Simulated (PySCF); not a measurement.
**The bond of CBr, level by level**

One job finds the state of CBr, follows it along the bond with each method and fits the curves.

Computed with PySCF 2.14.0. Level: C pcseg-1, Br pcseg-1, no relativity.

**1. Input**

The job is set up so:

```yaml
atoms: C, Br
charge: 0
basis: C pcseg-1, Br pcseg-1
Hamiltonian: no relativity
basis_functions: 41
electrons_treated: 41
masses_in_u: 12.0000, 78.9183
levels: PBE0, PBE, r²SCAN, TPSSh, PBEsol, LDA, HF, MP2, SCS-MP2, CCSD, CCSD(T)
grid: 80 radial by 434 angular points
occupations: held fixed by the projection of orbital angular momentum
dissociation_limit: C + Br, each in its ground configuration
starting_distance_in_angstrom: 1.825
values_of_2S_to_try: 1, 3
```

Launch:

```
$ OMP_NUM_THREADS=1 python dia.py task.json out
```

Further steps of the session: First curve: PBE0; Higher solutions at PBE0; PBE (GGA); r²SCAN (meta-GGA); TPSSh (hybrid meta-GGA); PBEsol (GGA); LDA; UHF (mean field); MP2 and coupled cluster.

Before running it: what results should come out? Wanted: for each run, Re; ωe; De; μ.

As calculated:

Lowest PBE0 solution found, without spin–orbit coupling: ²Π (doublet), unpaired electrons π ↑. State 2 has its PBE0 minimum 2.02 eV higher. The other levels ran on the lowest alone.

```
      level  Re (Å)  ωe (cm⁻¹)  De (eV)  μ (D)
        UHF   1.855        695     1.48   0.72
    UHF-MP2   1.839        720     3.00    n/a
UHF-SCS-MP2   1.847        705     2.87    n/a
   UHF-CCSD   1.855        697     2.83    n/a
UHF-CCSD(T)   1.859        689     3.00    n/a
        LDA   1.827        731     4.61   1.71
        PBE   1.853        698     3.98   1.53
     PBEsol   1.841        715     4.25   1.57
     r²SCAN   1.847        704     3.61   1.36
      TPSSh   1.852        695     3.59   1.30
       PBE0   1.834        726     3.56   1.38
```

De is counted to C + Br in their ground configurations. A positive dipole means C(−)Br(+).

Differences from CCSD(T) in the same basis:

```
      level  Re (mÅ)  ωe (%)
        UHF       -4    +0.9
    UHF-MP2      -20    +4.4
UHF-SCS-MP2      -12    +2.3
   UHF-CCSD       -4    +1.1
        LDA      -32    +6.0
        PBE       -6    +1.3
     PBEsol      -18    +3.7
     r²SCAN      -12    +2.1
      TPSSh       -7    +0.9
       PBE0      -25    +5.3
```

In words: Against CCSD(T) in the same basis, the bond length is nearest at UHF and UHF-CCSD (-4 mÅ) and farthest at LDA (-32 mÅ); the wavenumber is nearest at UHF and TPSSh (+0.9 %) and farthest at LDA (+6.0 %). CCSD(T) in a basis this small is itself some way from its limit, more so than the functionals. Of the levels with a De here, UHF gives the least (1.48 eV) and LDA the most (4.61 eV).

Correlated steps freeze 10 core orbitals.
